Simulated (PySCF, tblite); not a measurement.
# C₆H₁₈Ge₃Se₃: geometry, infrared bands, NMR shifts and electronic excitations, part 2 of 2

tblite 0.8.0 and PySCF 2.14.0. Atoms count from 0.

## (6) Excited states and response: CAM-B3LYP/def2-SVPD

What the job is given:

```
{"job": {"kind": "uv", "xc": "CAM-B3LYP", "basis": "def2-SVPD", "ip": false}, "charge": 0, "multiplicity": 1}
C     -2.130488    -2.760980    -2.041408
Ge    -1.207848    -1.681224    -0.707464
C     -2.054322    -1.816928     1.041312
Se     1.011129    -2.496986    -0.634783
Ge     2.108674    -0.559095     0.178391
C      2.591974     0.608024    -1.303901
C      3.674728    -1.201982     1.143865
Se     0.827836     0.596655     1.805288
Ge    -0.699188     1.747419     0.404078
C      0.059164     3.424811    -0.237653
C     -2.287230     2.060258     1.489768
Se    -1.250920     0.531438    -1.549408
H     -3.172431    -2.421620    -2.136508
H     -1.630886    -2.675705    -3.015893
H     -2.123266    -3.815746    -1.727706
H     -1.481547    -1.243347     1.782420
H     -3.086668    -1.440760     0.986318
H     -2.065650    -2.874746     1.343253
H      1.693709     0.868921    -1.879798
H      3.292341     0.071192    -1.960933
H      3.073293     1.519648    -0.920296
H      4.315708    -1.781062     0.462614
H      4.245065    -0.346818     1.535432
H      3.368851    -1.846559     1.979151
H      0.301809     4.069455     0.619809
H      0.973982     3.236269    -0.814856
H     -0.671247     3.939005    -0.880526
H     -2.020794     2.629851     2.392735
H     -3.016918     2.636394     0.901844
H     -2.741844     1.106331     1.788041
```

Level: TDDFT CAM-B3LYP/def2-SVPD, vertical, gas phase, core orbitals frozen in the response.

Standard output:

```text
coarse grid: 119824 points
cycle   1  E = -13673.9880228799  dE = -3.509e+00  |g| = 9.224e-01  |ddm| = 8.812e+00
cycle   2  E = -13673.9971141256  dE = -9.091e-03  |g| = 9.755e-01  |ddm| = 2.972e+00
cycle   3  E = -13674.1394753069  dE = -1.424e-01  |g| = 8.819e-02  |ddm| = 1.716e+00
cycle   4  E = -13674.1409987340  dE = -1.523e-03  |g| = 2.475e-02  |ddm| = 2.367e-01
cycle   5  E = -13674.1411834005  dE = -1.847e-04  |g| = 1.130e-02  |ddm| = 8.973e-02
cycle   6  E = -13674.1412249926  dE = -4.159e-05  |g| = 1.554e-03  |ddm| = 2.715e-02
cycle   7  E = -13674.1412260321  dE = -1.039e-06  |g| = 8.550e-04  |ddm| = 5.478e-03
final grid: 242280 points
cycle   8  E = -13674.1411505504  dE = -2.876e-07  |g| = 8.071e-04  |ddm| = 1.280e-02
cycle   9  E = -13674.1411505634  dE = -1.301e-08  |g| = 8.025e-04  |ddm| = 3.212e-03
cycle  10  E = -13674.1411507065  dE = -1.431e-07  |g| = 6.106e-05  |ddm| = 1.507e-03
cycle  11  E = -13674.1411507075  dE = -1.019e-09  |g| = 2.534e-05  |ddm| = 1.598e-04
cycle  12  E = -13674.1411507078  dE = -2.947e-10  |g| = 5.932e-06  |ddm| = 1.239e-04
converged SCF energy = -13674.1411507078

Static polarisability (au): isotropic 246.710, principal 214.274 260.001 265.854

Singlet excitations
state   eV       nm        f      main configurations
  1   4.6555    266.3   0.01083   H->L 0.66, H->L+1 0.12
  2   4.7585    260.6   0.00021   H->L+1 0.47, H-2->L+1 0.15, H-1->L 0.14
  3   4.9154    252.2   0.00081   H-1->L+1 0.48, H-1->L 0.23, H-2->L 0.11
  4   5.2164    237.7   0.05531   H-1->L 0.40, H-1->L+1 0.22, H->L+1 0.10
  5   5.2704    235.2   0.02688   H->L+2 0.32, H-2->L 0.18, H-2->L+1 0.15
  6   5.2968    234.1   0.01123   H-2->L 0.28, H-2->L+1 0.20, H-1->L+2 0.12
  7   5.7619    215.2   0.03186   H-2->L+1 0.25, H->L+2 0.20, H->L+1 0.13
  8   5.8531    211.8   0.03702   H-2->L+2 0.23, H->L+3 0.20, H->L+2 0.13
  9   5.9659    207.8   0.04665   H-1->L+2 0.61
 10   6.2266    199.1   0.00212   H-3->L+1 0.34, H-4->L 0.20, H-3->L 0.19

Triplet excitations (Tamm-Dancoff, eV): 4.3140 4.4484 4.6056 4.7328
```

Run time: 6.6 min. Hardware: 2 threads of Intel Xeon Platinum 8488C, shared host; peak memory 5.4 GiB.

Frontier orbitals and where they lie:

```tsv
orbital	eV	atoms
HOMO−3	-9.00	Se7 34 %, Se11 32 %, Ge8 10 %
HOMO−2	-7.99	Se3 28 %, Se11 24 %, Se7 16 %
HOMO−1	-7.87	Se7 40 %, Se11 26 %, Se3 13 %
HOMO	-7.55	Se3 47 %, Se11 22 %, Se7 15 %
LUMO	0.26	Se7 23 %, Se3 21 %, Ge4 15 %
LUMO+1	0.31	Se11 26 %, Se7 20 %, Ge8 15 %
LUMO+2	0.43	Se11 18 %, Se3 15 %, Se7 13 %
```

With each of the 10 states as a Gaussian band of 0.4 eV half-width at 1/e, the curve within the window shown has maxima at 214 nm (ε 4,900) L/(mol cm). Beyond the last state computed it falls off for lack of states. The curve at chosen wavelengths:

(nm, ε (L/mol/cm)): (190, 435), (195, 1238), (199, 2249), (204, 3649), (208, 4495), (213, 4912), (218, 4791), (222, 4607), (227, 4498), (231, 4471), (236, 4317), (241, 3889), (245, 3368), (250, 2626), (254, 2066), (259, 1490), (264, 1070), (268, 828), (273, 608), (277, 475), (282, 345), (287, 243), (291, 180), (296, 119), (300, 83), (305, 51)

Further results of this job:

```tsv
property	computed
dipole moment (D)	1.26
polarisability (Å³)	36.56
HOMO–LUMO gap (eV)	7.82
−ε(HOMO) (eV)	7.55
```

## (7) Shielding tensors: WP04/pcSseg-1

Settings changed since step 6:

```diff
@@ -1,2 +1,2 @@
-{"job": {"kind": "uv", "xc": "CAM-B3LYP", "basis": "def2-SVPD", "ip": false}, "charge": 0, "multiplicity": 1}
+{"job": {"kind": "nmr", "xc": "WP04", "basis": "pcSseg-1", "pop": false}, "charge": 0, "multiplicity": 1}
 C     -2.130488    -2.760980    -2.041408
```

Method: GIAO WP04/pcSseg-1 NMR shielding, non-relativistic, gas phase.

Standard output:

```text
coarse grid: 119824 points
cycle   1  E = -13750.2157058476  dE = -4.072e+00  |g| = 1.398e+00  |ddm| = 5.559e+00
cycle   2  E = -13749.9557734464  dE =  2.599e-01  |g| = 1.650e+00  |ddm| = 2.625e+00
cycle   3  E = -13750.5464261255  dE = -5.907e-01  |g| = 2.845e-01  |ddm| = 1.701e+00
cycle   4  E = -13750.5581214875  dE = -1.170e-02  |g| = 1.341e-01  |ddm| = 4.189e-01
cycle   5  E = -13750.5624676250  dE = -4.346e-03  |g| = 2.308e-02  |ddm| = 1.608e-01
cycle   6  E = -13750.5626225641  dE = -1.549e-04  |g| = 1.093e-02  |ddm| = 4.634e-02
cycle   7  E = -13750.5626457302  dE = -2.317e-05  |g| = 1.333e-03  |ddm| = 1.232e-02
cycle   8  E = -13750.5626460217  dE = -2.915e-07  |g| = 5.907e-04  |ddm| = 2.065e-03
final grid: 242280 points
cycle   9  E = -13750.5625414789  dE = -8.319e-07  |g| = 1.026e-03  |ddm| = 1.008e-02
cycle  10  E = -13750.5625409707  dE =  5.082e-07  |g| = 1.715e-03  |ddm| = 3.677e-03
cycle  11  E = -13750.5625417727  dE = -8.020e-07  |g| = 1.117e-04  |ddm| = 2.293e-03
cycle  12  E = -13750.5625417744  dE = -1.673e-09  |g| = 2.893e-05  |ddm| = 1.243e-04
cycle  13  E = -13750.5625417745  dE = -1.237e-10  |g| = 1.771e-05  |ddm| = 5.271e-05
converged SCF energy = -13750.5625417745

GIAO shielding tensors (ppm)
atom      isotropic    diamagn.    paramagn.     s11        s22        s33       span
  0 C      161.138     253.942     -92.804    149.610    154.604    179.199     29.589
  1 Ge    1126.750    2765.933   -1639.182   1031.693   1160.337   1188.221    156.527
  2 C      157.806     258.298    -100.492    141.404    157.087    174.927     33.523
  3 Se    1793.130    3014.294   -1221.164   1723.422   1746.352   1909.616    186.194
  4 Ge    1123.330    2765.795   -1642.465   1022.625   1156.313   1191.051    168.426
  5 C      157.137     258.193    -101.056    140.119    156.150    175.142     35.023
  6 C      160.902     253.929     -93.027    149.292    154.333    179.080     29.788
  7 Se    1862.606    3016.258   -1153.652   1768.794   1815.636   2003.389    234.595
  8 Ge    1138.242    2767.679   -1629.437   1075.693   1140.622   1198.411    122.719
  9 C      158.238     255.986     -97.748    147.026    150.271    177.416     30.390
 10 C      158.107     256.008     -97.901    146.695    150.311    177.314     30.618
 11 Se    1865.855    3016.402   -1150.547   1770.663   1821.764   2005.136    234.473
 12 H       30.849      29.699       1.151     25.377     28.090     39.081     13.704
 13 H       30.662      31.530      -0.868     25.803     28.492     37.691     11.888
 14 H       30.841      28.272       2.568     25.524     27.813     39.185     13.660
 15 H       29.284      38.379      -9.094     23.052     30.825     33.976     10.925
 16 H       30.963      32.481      -1.518     26.236     28.288     38.364     12.128
 17 H       30.900      30.433       0.467     26.194     27.307     39.200     13.006
 18 H       29.366      38.229      -8.864     23.328     31.136     33.632     10.304
 19 H       30.870      30.226       0.644     26.118     27.258     39.232     13.114
 20 H       30.950      32.586      -1.636     26.164     28.411     38.274     12.110
 21 H       30.847      28.316       2.531     25.491     27.857     39.194     13.703
 22 H       30.842      29.640       1.202     25.346     28.084     39.095     13.749
 23 H       30.655      31.651      -0.996     25.842     28.510     37.612     11.770
 24 H       30.838      29.929       0.909     26.150     27.207     39.158     13.008
 25 H       30.677      35.151      -4.474     25.047     31.139     35.845     10.797
 26 H       30.805      30.280       0.525     25.597     27.708     39.110     13.513
 27 H       30.795      30.216       0.579     25.604     27.627     39.155     13.550
 28 H       30.853      30.012       0.840     26.180     27.263     39.115     12.934
 29 H       30.673      35.228      -4.555     24.990     31.242     35.786     10.795
```

It took 3 min on 2 threads of Intel Xeon Platinum 8488C, shared host; peak memory 4.5 GiB.

In short: δ C0 13.6, Ge1 147, Se3 -294, H12 0.92 ppm (means over like atoms).

## (8) Side by side: NMR shifts

Shifts (ppm), means over like atoms, with basis size and wall time (the measured row can stand on another reference than the computed rows):

```tsv
run	C0	H12	Ge1	Se3	functions	time
PBE0/pcSseg-1	12.0	0.93	125	-262	438	3 min
WP04/pcSseg-1	13.6	0.92	147	-294	438	3 min
measured	–	–	–	-182	–	–
```

Measured: solution; U. Herzog, Habilitationsschrift, TU Bergakademie Freiberg, 2002/2003.

## (9) Summary of results

This closing draws on all 2 parts.

| quantity | value |
| --- | --- |
| strongest single infrared mode (GFN2-xTB) | 767 cm⁻¹, 323 km/mol |
| zero-point energy (GFN2-xTB) | 136.3 kcal/mol |
| point group | C1 |
| rotational constants (main isotopes) | 0.28, 0.25, 0.17 GHz |
| 13C shifts against TMS (PBE0/pcSseg-1, means over atoms taken as alike) | 12.0 ppm |
| 1H shifts against TMS (PBE0/pcSseg-1, means over atoms taken as alike) | 0.93 ppm |
| 73Ge shifts against GeMe4 (PBE0/pcSseg-1, means over atoms taken as alike) | 125 ppm |
| 77Se shifts against Me2Se (PBE0/pcSseg-1, means over atoms taken as alike) | -262 ppm |
| measured, and computed on the same scale | Se3 δ -182, -262 ppm |
| lowest singlet (CAM-B3LYP/def2-SVPD) | 4.66 eV (266 nm), f = 0.011 |
| brightest single state of those computed | state 4, 5.22 eV, f = 0.055 |
| lowest triplet | 4.31 eV |
| range of the shift of Se3 (with its like atoms) | -294 to -262 ppm |

What this shows: No mode is imaginary among the 84: a minimum at this level. Unscaled tight-binding wavenumbers are off by several per cent, some by more. Its intensities can rank the bands wrongly. The start of the PBE0/def2-SVP relaxation was shaken at random by about 0.01 Å, so part of the energy gained, and of the first lengths quoted, undoes that. Relaxing lowered the energy by 0.406 eV in 16 steps; the close pair that moved most is Ge1–Se3, from 2.434 to 2.365 Å (PBE0/def2-SVP). No frequency check was run at this level, so the end point may be a saddle. Vibration, temperature and solvent are missing from the calculation, and it holds one conformer, so part of the miss against the measured shifts is not the functional's. Spin-orbit coupling is left out, which matters for shieldings and couplings at and beside the heavy atoms. The conformer search found further structures of the same energy, which may be mirror or relabelled copies of this one.
